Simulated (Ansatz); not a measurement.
# Sn3PbO4: the cost of one run

Computed with Ansatz 0.2.0 (DFT PBE, scalar-relativistic, plane waves, PAW, unless a step's input says otherwise).

### Step 1. The system as given

The structure is tetragonal, space group P4mm (No. 99). The conventional cell has a = 3.862 Å, b = 3.862 Å, c = 10.157 Å, α = 90.00°, β = 90.00°, γ = 90.00°. Sn (site symmetry 4mm) has 4 O at 2.25 Å as nearest neighbours. Pb (site symmetry 4mm) has 4 O at 2.25 Å as nearest neighbours. O (site symmetry 2mm) is surrounded by 2 Sn at 2.25 Å and 2 Pb at 2.25 Å. Around O (site symmetry 2mm) lie 4 Sn at 2.25 Å.

As a file:

```
Sn Pb O
1.0
     3.86159    0.00000    0.00000
     0.00000    3.86159    0.00000
     0.00000    0.00000   10.15685
Sn Pb O
3 1 4
Direct
  0.50000 0.50000 0.61299
  0.00000 0.00000 0.38701
  0.00000 0.00000 0.88701
  0.50000 0.50000 0.11299
  0.50000 0.00000 0.00000
  0.50000 0.00000 0.50000
  0.00000 0.50000 0.00000
  0.00000 0.50000 0.50000
```

The start is an ordering of an alloy on its end members' structure types: elements ordered on the sites of the PbO type, Pb/Sn on Pb (P4mm, No. 99).

### Step 2. Probe: one point on a coarse mesh

The input, input.yaml:

```yaml
crystal:
  lattice:
    - [3.86158797, 0.0, 0.0]
    - [0.0, 3.86158797, 0.0]
    - [0.0, 0.0, 10.15685462]
  atoms:
    - { symbol: Sn, position: [0.5, 0.5, 0.61298739] }
    - { symbol: Sn, position: [0.0, 0.0, 0.38701261] }
    - { symbol: Sn, position: [0.0, 0.0, 0.88701261] }
    - { symbol: Pb, position: [0.5, 0.5, 0.11298739] }
    - { symbol: O, position: [0.5, 0.0, 0.0] }
    - { symbol: O, position: [0.5, 0.0, 0.5] }
    - { symbol: O, position: [0.0, 0.5, 0.0] }
    - { symbol: O, position: [0.0, 0.5, 0.5] }
basis:
  ecutwfc: 420
kpoints:
  mp_grid: { grid: [4, 4, 2] }
hamiltonian:
  xc: pbe
scf:
  occupations: { method: gaussian, width: 0.1 }
  lower_state_search: "off"
output:
  forces: true
  stress: true
  eigenvalues: true
```

Launch:

```sh
> ansatz run input.yaml --threads 1 --pin off --max-ram 2560MiB --backend cpu --events-out ev --progress --plain --runs-dir out
```

**Question.** How long does this run take on 1 thread of Arm Neoverse V2, shared host, and how much memory does it need?

About 6.5 s, with a peak of 0.37 GiB.
